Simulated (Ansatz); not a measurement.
# FH3O2Si (built from SMILES O[SiH](O)F): a reaction path by the nudged elastic band

What path joins these two structures, and how high does it climb? Both ends were relaxed at PBE0-D4 in triple zeta.

The runs use Ansatz 0.2.0, Gaussian basis; PBE0-D4/def2-SVP.

22 further runs of the same task are left out: 22 set aside as unsound or not needed.

## 1. Starting geometry

The first end: 7 atoms, charge 0, spin multiplicity 1.

Atoms are counted from 1 here; the program's logs count them from 0.

Bond lengths: Si1–F2 1.648 Å, Si1–O5 1.666 Å, H3–O4 0.965 Å, O4–H6 0.965 Å, O5–H7 0.963 Å. Angles: F2–Si1–O5 99.6°, H3–O4–H6 106.7°, Si1–O5–H7 117.4°.

Coordinates:

```
Si    0.9721   -0.4348    0.7743
F     1.2331   -0.9006   -0.7847
H    -1.1899   -0.9311   -0.7057
O    -1.2093   -0.6912    0.2291
O     0.8296    1.2101    0.5519
H    -1.5720    0.2013    0.2788
H     0.9365    1.5462   -0.3438
```

The second end:

| atom | x (Å) | y (Å) | z (Å) |
| --- | --- | --- | --- |
| Si1 | 0.9724 | 0.1034 | 0.9918 |
| F2 | -0.5530 | -2.5266 | -1.4644 |
| H3 | -0.3714 | -1.7342 | -0.9971 |
| O4 | -0.1366 | -0.2320 | -0.2189 |
| O5 | 0.7364 | 1.6904 | 1.3394 |
| H6 | -0.7448 | 0.4230 | -0.5764 |
| H7 | 0.0970 | 2.2759 | 0.9256 |

## 2. The band at PBE0-D4/def2-SVP

The input, neb/in.yaml:

```yaml
crystal:
  periodic: [false, false, false]
  atoms:
    - {symbol: Si, position_ang: [0.972071, -0.434761, 0.774306]}
    - {symbol: F, position_ang: [1.233061, -0.900628, -0.784666]}
    - {symbol: H, position_ang: [-1.189856, -0.931073, -0.705696]}
    - {symbol: O, position_ang: [-1.209277, -0.691208, 0.229070]}
    - {symbol: O, position_ang: [0.829633, 1.210085, 0.551915]}
    - {symbol: H, position_ang: [-1.571986, 0.201307, 0.278841]}
    - {symbol: H, position_ang: [0.936453, 1.546176, -0.343768]}
basis:
  gaussian: {orbitals: def2-SVP}
hamiltonian: {xc: pbe0, dispersion: d4}
neb:
  images: 5
  climbing: true
  max_iterations: 40
  initial_path: idpp
  final_atoms:
    - {symbol: Si, position_ang: [0.972381, 0.103388, 0.991786]}
    - {symbol: F, position_ang: [-0.552974, -2.526576, -1.464438]}
    - {symbol: H, position_ang: [-0.371383, -1.734233, -0.997076]}
    - {symbol: O, position_ang: [-0.136566, -0.232012, -0.218861]}
    - {symbol: O, position_ang: [0.736430, 1.690369, 1.339448]}
    - {symbol: H, position_ang: [-0.744809, 0.423047, -0.576414]}
    - {symbol: H, position_ang: [0.097020, 2.275918, 0.925556]}
```

Command:

```
$ ansatz run in.yaml --threads 2 --pin off --events-out ev --progress --plain --max-ram 4352MiB
```

**Question.** What will these runs give? Wanted: from earlier runs: barrier over the separately found saddle, CCSD(T)/def2-TZVPP.

The runs gave:

| quantity | value |
| --- | --- |
| PBE0-D4/def2-SVP, 16 iterations | highest 74.5 kJ/mol (image 2), last end +63.4 kJ/mol |
| from earlier runs: barrier over the separately found saddle, CCSD(T)/def2-TZVPP | 93.9 kJ/mol |

In words: The highest image lies 74.5 kJ/mol above the first end, and it climbed, so it estimates the saddle. The ends are not quite minima at this level (largest force component 0.80 eV/Å), so the heights are unreliable: relaxing the first end would lower it and raise the barrier above it. The highest image is 19.4 kJ/mol below the CCSD(T) barrier in triple zeta, which comes from separate runs on the saddle.
